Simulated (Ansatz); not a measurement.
**BH4NTe (SMILES NB[TeH]): single points off equilibrium**

One table from this session's results is given with a row withheld; the runs are named, their logs left out.

Computed with Ansatz 0.2.0, Gaussian basis. Level: single points in def2-TZVPP.

Correlated methods freeze the cores. Filled d shells of the heavier atoms are correlated. Core potentials replace the inner electrons past krypton, and spin-orbit coupling is left out.

## Starting geometry

SMILES `NB[TeH]`, 7 atoms, charge 0, spin multiplicity 1.

Atoms are counted from 1 here; the program's logs count them from 0.

Bond lengths: N1–B2 1.464 Å, N1–H4 1.080 Å, N1–H5 1.148 Å, B2–Te3 2.230 Å, B2–H6 1.271 Å, Te3–H7 1.762 Å. Angles: B2–N1–H4 128.9°, B2–N1–H5 120.3°, H4–N1–H5 110.7°, N1–B2–Te3 122.2°, N1–B2–H6 113.6°, Te3–B2–H6 124.0°, B2–Te3–H7 92.4°.

Geometry (Å):

```mol
BH4NTe
  3D, bonds by distance, orders not assigned

  7  6  0  0  0  0  0  0  0  0999 V2000
   -0.9501    0.8287   -0.3866 N   0  0
   -0.0892   -0.1704    0.2483 B   0  0
    1.9331   -0.6753   -0.5449 Te  0  0
   -1.9383    1.1550   -0.0976 H   0  0
   -0.5866    1.4038   -1.3117 H   0  0
   -0.5634   -0.6362    1.3316 H   0  0
    2.2208   -1.8533    0.7336 H   0  0
  1  2  8  0
  1  4  8  0
  1  5  8  0
  2  3  8  0
  2  6  8  0
  3  7  8  0
M  END
```

The first run:

Input file run/in.yaml:

```yaml
crystal:
  periodic: [false, false, false]
  atoms:
    - {symbol: N, position_ang: [-0.950100, 0.828700, -0.386600]}
    - {symbol: B, position_ang: [-0.089200, -0.170400, 0.248300]}
    - {symbol: Te, position_ang: [1.933100, -0.675300, -0.544900]}
    - {symbol: H, position_ang: [-1.938300, 1.155000, -0.097600]}
    - {symbol: H, position_ang: [-0.586600, 1.403800, -1.311700]}
    - {symbol: H, position_ang: [-0.563400, -0.636200, 1.331600]}
    - {symbol: H, position_ang: [2.220800, -1.853300, 0.733600]}
basis:
  gaussian: {orbitals: def2-TZVPP}
correlation: {method: ccsd_t}
output: {forces: true}
```

The command line of these runs was not kept.

Steps of the session up to this table: CCSD(T)/def2-TZVPP; PBE0-D4/def2-TZVPP; wB97M-V/def2-TZVPP; r2SCAN-D4/def2-TZVPP; PBE-D4/def2-TZVPP; BHLYP-D4/def2-TZVPP; HSE06-D4/def2-TZVPP.

One of the session's tables, all rows but one given; the rest of the session is left out.

| method | RMS force component (eV/Å) | angle to CCSD(T) forces (°) | dipole (D) |
| --- | --- | --- | --- |
| CCSD(T) | 1.474 | reference | 2.10 |
| PBE0-D4 | 1.497 | 3.7 | 2.07 |
| wB97M-V | 1.511 | 2.6 | 2.15 |
| r2SCAN-D4 | 1.455 | 2.8 | 2.07 |
| PBE-D4 | 1.325 | 4.2 | 2.08 |
| BHLYP-D4 | ? | ? | ? |
| HSE06-D4 | 1.494 | 3.7 | 2.07 |

**Question.** Estimate the row for BHLYP-D4.

As computed: RMS force component (eV/Å): 1.653; angle to CCSD(T) forces (°): 4.0; dipole (D): 2.05. In the column «RMS force component (eV/Å)» it is the highest.
